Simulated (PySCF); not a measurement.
**A diatomic session: GeN+**

An exercise on one series of results from a longer session: the logs are not shown, and one member is left open.

Program: PySCF 2.14.0. Level of theory: Ge def2-TZVPPD, N def2-TZVPPD, no relativity. These are calculated values, not measurements.

The first run:

Settings of the job:

| Property | Result |
| --- | --- |
| atoms | Ge, N |
| charge | 1 |
| basis | Ge def2-TZVPPD, N def2-TZVPPD |
| Hamiltonian | no relativity |
| basis functions | 91 |
| electrons treated | 38 |
| masses in u | 73.9212, 14.0031 |
| levels | PBE0, PBE, r²SCAN, M06-2X, LDA, M06, M06-L, TPSSh, LC-ωPBE, HF, MP2, SCS-MP2, CCSD, CCSD(T) |
| grid | 80 radial by 434 angular points |
| occupations | held fixed by the projection of orbital angular momentum |
| dissociation limit | Ge+ + N, each in its ground configuration |
| starting distance in angstrom | 1.915 |
| values of 2S to try | 0, 2, 4 |

Run with:

```sh
> OMP_NUM_THREADS=2 python dia.py task.json out
```

Steps of the session up to this table: Input; PBE0 along the bond; Higher solutions at PBE0; PBE (GGA); r²SCAN (meta-GGA); M06-2X (hybrid meta-GGA); LDA (local density); M06; M06-L (meta-GGA); TPSSh (hybrid meta-GGA); LC-ωPBE (range-separated hybrid); UHF; MP2 and coupled cluster.

One table of the session follows, with a row left open; its other results are not shown here.

It belongs to the step «The curves together». Energy (eV) from each level's lowest point:

```
R (Å)    UHF  UHF-MP2  UHF-SCS-MP2  UHF-CCSD  UHF-CCSD(T)
1.642  0.879    0.911        0.932       n/a          n/a
1.718  0.350    0.377        0.393     0.418        0.444
1.794  0.082    0.097        0.107     0.124        0.141
1.852  0.003    0.010        0.015     0.024        0.033
1.909  0.000    0.000        0.000     0.000        0.000
1.966      ?        ?            ?         ?            ?
2.043  0.172    0.206        0.197     0.137        0.120
2.138  0.341    0.541        0.538     0.331        0.307
2.253  0.468    0.987        1.005     0.610        0.580
2.405  0.504    1.343        1.378       n/a          n/a
```

Q: Estimate the row for R (Å) = 1.966 from the others.

Worked estimate for «UHF». A straight line through the neighbours (1.909, 0.000) and (2.043, 0.172) gives 0.000 + (0.172 − 0.000) × (1.966 − 1.909) / (2.043 − 1.909) = 0.073; a parabola fitted to 4 rows on both sides gives 0.061.

**Answer.** UHF: 0.051; UHF-MP2: 0.053; UHF-SCS-MP2: 0.047; UHF-CCSD: 0.032; UHF-CCSD(T): 0.024. In «UHF» the line misses by +0.022 and the parabola by +0.010.
